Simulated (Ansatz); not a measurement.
## GaGe3 in Ansatz: the effect of functional

GaGe3:

```
CELL_PARAMETERS angstrom
0.00000 3.43174 3.43174
3.43174 0.00000 3.43174
3.43174 3.43174 0.00000
ATOMIC_POSITIONS crystal
Ge 0.50000 0.50000 0.50000
Ge 0.75000 0.75000 0.75000
Ge 0.25000 0.25000 0.25000
Ga 0.00000 0.00000 0.00000
```

The cell comes from a database or a generator and needn't be the stable form of this composition.

The cell isn't the ideal one: volume scaled by 1.04.

Alike in all runs:

| Property | Result |
| --- | --- |
| Program | Ansatz 0.2.0 |
| Task | single point |
| Potentials or basis | Ansatz PAW |
| k mesh | 7 × 7 × 7 |
| Occupations | fermi-dirac, width 0.05 eV |
| Spin | no spin polarisation |

One run gave: pressure -7.3 GPa. Which functional did it use?
A. PBE
B. LDA
C. r2SCAN

B.

| functional | cutoff | pressure (GPa) |
| --- | --- | --- |
| LDA | 420 eV (not typed: the program's choice for these potentials) | -7.3 |
| r2SCAN | 500 eV (not typed: the program's choice for these potentials) | -4.6 |
| PBE | 420 eV (not typed: the program's choice for these potentials) | -2.7 |

Caveats: the PAW data sets come from PBE, with cores solved anew for the run's functional, which leaves a small shift of forces and pressure (some runs).
